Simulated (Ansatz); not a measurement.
Write a Python script for Ansatz 0.2.0, Python API that makes a short molecular-dynamics run of BrFMg, SMILES [F][Mg][Br]. Level of theory (for the species named): PBE0, def2-SVP basis, multiplicity 1.

`brfmg.xyz`
```text
3

F    -1.69960    0.89350   -0.84150
Mg   -0.16670    0.07530   -0.08020
Br    1.85540   -1.03360    0.90840
```

`md_brfmg.py`
```python
import ansatz as az
import numpy as np

SETTINGS = {
    "basis": "def2-SVP",
    "functional": "pbe0",
    "n_steps": 20,
    "temperature_k": 300,
}

mol = az.Crystal.molecule_from_extxyz("brfmg.xyz")

calc = (
    mol.calculation()
    .basis(gaussian=SETTINGS["basis"])
    .functional(SETTINGS["functional"])
    .accuracy("medium")
)
symbols = [site.symbol for site in mol.cartesian_sites]
start = np.array([site.position_ang for site in mol.cartesian_sites], dtype=float)
rep = calc.relax(force_tolerance=0.02, max_steps=100).run(threads=1, pin="off").report
end = np.array(rep["positions_ang"])
minimum = az.Crystal.molecule()
for symbol, place in zip(symbols, end):
    minimum = minimum.atom(symbol, place.tolist())

calc = minimum.calculation()
calc = calc.basis(gaussian=SETTINGS["basis"]).functional(SETTINGS["functional"])
calc = calc.accuracy("medium").md("nve", timestep=1.0, steps=SETTINGS["n_steps"], temperature=SETTINGS["temperature_k"], initial_velocities="maxwell_boltzmann", seed=41)
frames = []
out = calc.session().plan().execute(on_event=lambda e: frames.append(e["data"]) if e["event"] == "md_step" else None)
print("t (fs)   E_pot (eV)      E_kin (eV)   T (K)   d(0-1) (A)")
for f in frames[::2]:
    xyz = np.array(f["positions_ang"])
    print(f"{f['time_fs']:6.2f} {f['lagrangian_ev']:14.5f} {f['e_kin_ev']:10.5f} {f['temperature_k']:8.1f} {np.linalg.norm(xyz[0] - xyz[1]):9.4f}")
kept = np.array([f["conserved_ev"] for f in frames])
print(f"conserved energy moves by at most {1000 * np.ptp(kept):.3f} meV")
```

```console
$ python md_brfmg.py
t (fs)   E_pot (eV)      E_kin (eV)   T (K)   d(0-1) (A)
  0.00   -78185.34417    0.03878    300.0    1.7530
  2.00   -78185.34319    0.03781    292.5    1.7439
  4.00   -78185.34050    0.03513    271.8    1.7356
  6.00   -78185.33697    0.03162    244.6    1.7289
  8.00   -78185.33378    0.02845    220.1    1.7244
 10.00   -78185.33196    0.02664    206.1    1.7225
 12.00   -78185.33196    0.02663    206.0    1.7233
 14.00   -78185.33346    0.02811    217.5    1.7268
 16.00   -78185.33549    0.03013    233.1    1.7325
 18.00   -78185.33690    0.03152    243.9    1.7399
 20.00   -78185.33677    0.03138    242.8    1.7482
conserved energy moves by at most 0.062 meV
```

Notes:
- The settings weren't tested for convergence.
- The trajectory is only some femtoseconds long, so its temperature is not equilibrated; where the script doesn't relax first, it starts from a rough generated geometry.
- The temperature counts the internal degrees of freedom alone.
- Finished in 34 s on 1 thread of Intel(R) Xeon(R) Platinum 8488C (Sapphire Rapids), with other jobs on the host, peak memory 0.21 GiB.

(Lines on the test bed's own set-up are left out of the output.)
